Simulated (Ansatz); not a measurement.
Task: a check of forces and pressure against finite differences of NbTe (distorted cell), with the Ansatz DFT code, driven from Python. Give the script and its output. Settings (first run): PBE, PAW, cutoff 540 eV, 6×6×5 k-points, Fermi-Dirac smearing of 0.05 eV.

```
Nb Te
1.0
     3.70297    0.00000    0.00000
    -1.85149    3.20687    0.00000
     0.00000    0.00000    3.69421
Nb Te
1 1
Direct
  0.02070 0.02334 0.50544
  0.70044 0.33173 0.99155
```

`nbte_fdcheck.py`
```python
import ansatz as az
import numpy as np

VECTORS = np.array([
    [3.70297, 0.0, 0.0],
    [-1.85149, 3.20687, 0.0],
    [0.0, 0.0, 3.69421],
])
SITES = [
    ("Nb", [0.0207, 0.02334, 0.50544]),
    ("Te", [0.70044, 0.33173, 0.99155]),
]


def build(cell):
    crystal = az.Crystal(lattice=az.Lattice.of(cell))
    for symbol, position in SITES:
        crystal = crystal.atom(symbol, position)
    return crystal

def solve(crystal):
    return (
        crystal.calculation()
        .functional(az.Functional.PBE)
        .occupations("fermi_dirac", width=0.05)
        .basis(540, xc_grid=2)
        .kpoints(6, 6, 5)
        .scf(tolerance=1e-09)
        .forces()
        .stress()
        .run(threads=1)
    ).report


centre = solve(build(VECTORS))
start = build(VECTORS)
print(f"force on atom 1 along y: analytic {centre['forces_ev_ang'][1][1]:.4f} eV/A")
for h in (0.004, 0.016):
    shift = np.eye(3)[1] * h @ np.linalg.inv(VECTORS)
    plus, minus = (solve(start.move(1, to=np.array(SITES[1][1]) + sign * shift))["lagrangian_ev"] for sign in (1, -1))
    print(f"  step {h} A: numerical {-(plus - minus) / (2 * h):.4f} eV/A")
volume = abs(np.linalg.det(VECTORS))
larger, smaller = (solve(build(VECTORS * (1 + sign * 0.005) ** (1 / 3)))["lagrangian_ev"] for sign in (1, -1))
numerical = -(larger - smaller) / (0.01 * volume) * 160.21766
print(f"pressure: analytic {np.trace(centre['stress_gpa']) / 3:.3f}, numerical {numerical:.3f} GPa")
```

```console
$ python nbte_fdcheck.py
DeckWarning: output.stress: scf.convergence.dr2_threshold = 1e-9 eV is looser than the 2e-10 eV advised for a printed stress (1e-10 eV for each atom of the cell: 2). What an SCF threshold leaves in a stress goes as its square root, and in the free energy as the threshold itself, and one threshold admits the most on a [...]
force on atom 1 along y: analytic 0.7784 eV/A
  step 0.004 A: numerical 0.7783 eV/A
  step 0.016 A: numerical 0.7779 eV/A
pressure: analytic 0.365, numerical 0.368 GPa
```
(Warnings from the package without file and line, shortened.)

Notes:
- For a metal this k-point mesh is coarse: on a finer one energies can move by several to tens of meV an atom and pressures by half a GPa or more, differences at one mesh by less.
- Pressure is positive in compression.
- The cell is a database structure, distorted on purpose.
- The central difference errs as the square of the step, so the shorter step is the fairer test; what remains comes from the finite grid and the SCF threshold.
- Timing: 2.3 min on 1 thread of Arm Neoverse N1, with other jobs on the host, peak memory 0.48 GiB.
